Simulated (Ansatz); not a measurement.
# KF (Fm-3m): how the settings move a single-point run

Aim: see which settings change the result for KF (Fm-3m), by how much, and at what cost.

Method: reference: DFT PBE, scalar-relativistic, plane waves, PAW, in Ansatz 0.2.0.

1 further run of the same task is left out (set aside as unsound or not needed). Runs told in other sessions of the task aren't counted.

**1. The structure to begin with**

The structure is cubic, space group Fm-3m (No. 225). The conventional cell has a = 5.347 Å, b = 5.347 Å, c = 5.347 Å, α = 90.00°, β = 90.00°, γ = 90.00°. Around K (site symmetry m-3m) lie 6 F at 2.67 Å. Around F (site symmetry m-3m) lie 6 K at 2.67 Å.

Structure file:

```
CELL_PARAMETERS angstrom
0.00000 2.67350 2.67350
2.67350 0.00000 2.67350
2.67350 2.67350 0.00000
ATOMIC_POSITIONS crystal
K 0.00000 0.00000 0.00000
F 0.50000 0.50000 0.50000
```

**2. Baseline**

Contents of input.yaml:

```yaml
crystal:
  lattice:
    - [0.0, 2.6734993184, 2.6734993184]
    - [2.6734993184, 0.0, 2.6734993184]
    - [2.6734993184, 2.6734993184, 0.0]
  atoms:
    - { symbol: K, position: [0.0, 0.0, 0.0] }
    - { symbol: F, position: [0.5, 0.5, 0.5] }
basis:
  ecutwfc: 420
  ecutrho_ratio: 4
kpoints:
  mp_grid: { grid: [8, 8, 8] }
hamiltonian:
  xc: pbe
scf:
  occupations: { method: gaussian, width: 0.05 }
output:
  forces: true
  stress: true
  eigenvalues: true
```

Run with:

```console
$ ansatz run input.yaml --threads 4 --pin off --max-ram 8192MiB --backend cpu --events-out ev --progress --plain --runs-dir out
```

**3. Changed: occupations.method cold, occupations.width 0.01, preconditioner kerker, accuracy low**

Changes to input.yaml since step 2:

```diff
@@ -16,3 +16,4 @@
 scf:
-  occupations: { method: gaussian, width: 0.05 }
+  occupations: { method: cold, width: 0.01 }
+  mixing: { preconditioner: kerker }
 output:
@@ -20,2 +21,2 @@
   stress: true
-  eigenvalues: true
+accuracy: low
```

**4. Changing settings: xc r2scan, occupations.method cold, occupations.width 0.3**

Changes to input.yaml since step 2:

```diff
@@ -14,5 +14,5 @@
 hamiltonian:
-  xc: pbe
+  xc: r2scan
 scf:
-  occupations: { method: gaussian, width: 0.05 }
+  occupations: { method: cold, width: 0.3 }
 output:
@@ -20,2 +20 @@
   stress: true
-  eigenvalues: true
```

**Question.** What will these runs give? Wanted: for each run, ending; energy change; pressure; gap; force.

**Answer**, as computed:

| run | ending | energy change | pressure (GPa) | gap (eV) | force (eV/Å) | cycles | time |
| --- | --- | --- | --- | --- | --- | --- | --- |
| reference | converged | 0 | 1.3 | 6.17 | 0.00 | 8 | 0.98 s |
| 1: occupations.method cold, occupations.width 0.01, preconditioner kerker, accuracy low | converged | 0.0 meV/atom (σ→0) | 1.3 | 6.17 | 0.00 | 10 | 0.51 s |
| 2: xc r2scan, occupations.method cold, occupations.width 0.3 | converged | not comparable | -0.6 | 6.82 | 0.00 | 6 | 0.81 s |

Residual by cycle in the longest SCF loop of each run; runs are numbered as in the table. The quantity is the density residual dr2, in eV.

```
cycle  reference   run 1    run 2
    1     8.5e-5  8.5e-5   0.0191
    2     3.3e-4  1.9e-4  0.00373
    3     6.4e-5  6.5e-5   3.1e-4
    4     1.1e-6  2.2e-5   4.3e-6
    5     2.0e-5  9.5e-6   2.3e-7
    6     5.7e-6  1.7e-4   4.8e-9
    7     1.1e-7  2.9e-5        -
    8    4.0e-10  1.2e-7        -
    9          -  2.4e-7        -
   10          -  2.6e-9        -
```

What this shows: «occupations.method cold, occupations.width 0.01, preconditioner kerker, accuracy low» leaves the energy as it was. Run 2 ran under the cutoff that the potentials recommend, as the log warns, so basis error is mixed into its values.

The gaps are Kohn-Sham values of a semilocal functional, not quasiparticle or optical gaps. Such gaps usually fall short of the measured ones.
